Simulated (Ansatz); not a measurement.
# AlF2H: the cost of one run

Computed with Ansatz 0.2.0, Gaussian basis. Level: PBE0-D4/def2-TZVP structures, single points in def2-TZVPP, no counterpoise correction.

Levels: SPW92, PBE-D4, BLYP-D4, r2SCAN-D4, B97M-V, PBE0-D4, B3LYP-D4, r2SCAN0-D4, BHLYP-D4, CAM-B3LYP-D4, wB97X-V, wB97M-V, B2PLYP, PBE-QIDH, RPA on PBE, Hartree-Fock, MP2, CCSD, CCSD(T).

Cores are frozen in the correlated methods. Filled d shells of the heavier atoms are correlated. B3LYP uses VWN-RPA correlation. B2PLYP carries no dispersion term here.

94 further runs of the same task are left out: 94 set aside as unsound or not needed.

## Step 1: Where the work starts

The complex: 6 atoms, charge 0, spin multiplicity 1.

Atoms are counted from 1 here; the program's logs count them from 0.

Bond lengths: Al1–Br2 2.745 Å, Al1–F3 1.649 Å, Al1–F4 1.649 Å, Al1–H6 1.568 Å, Br2–H5 1.425 Å. Angles: Br2–Al1–F3 95.4°, Br2–Al1–F4 95.4°, Br2–Al1–H6 97.1°, F3–Al1–F4 116.5°, F3–Al1–H6 120.1°, F4–Al1–H6 120.1°, Al1–Br2–H5 93.5°.

Coordinates:

```xyz
6
AlBrF2H2
Al   -0.84344   -0.19191    0.10641
Br    1.89868   -0.22223   -0.02306
F    -1.06307   -1.44081   -0.94843
F    -0.92774   -0.56010    1.71203
H     1.97956    1.12736   -0.47378
H    -1.04398    1.28769   -0.37318
```

Its parts: AlHF₂ holds atoms 1, 3, 4, 6; HBr holds atoms 2, 5. Each part counts its atoms afresh in its own runs.

## Step 2: Relaxing AlHF₂ alone

relax-a/in.yaml reads:

```yaml
crystal:
  periodic: [false, false, false]
  atoms:
    - {symbol: Al, position_ang: [-0.843442, -0.191906, 0.106413]}
    - {symbol: F, position_ang: [-1.063074, -1.440815, -0.948426]}
    - {symbol: F, position_ang: [-0.927744, -0.560099, 1.712035]}
    - {symbol: H, position_ang: [-1.043982, 1.287692, -0.373184]}
basis:
  gaussian: {orbitals: def2-TZVP}
hamiltonian: {xc: pbe0, dispersion: d4}
relax: {f_tol: 0.005, max_steps: 200}
```

Run with:

```
ansatz run in.yaml --threads 4 --pin off --events-out ev --progress --plain --max-ram 9574MiB
```

**Question.** How long does this run take on 4 threads of Arm Neoverse N1, shared host?

About 6 s.
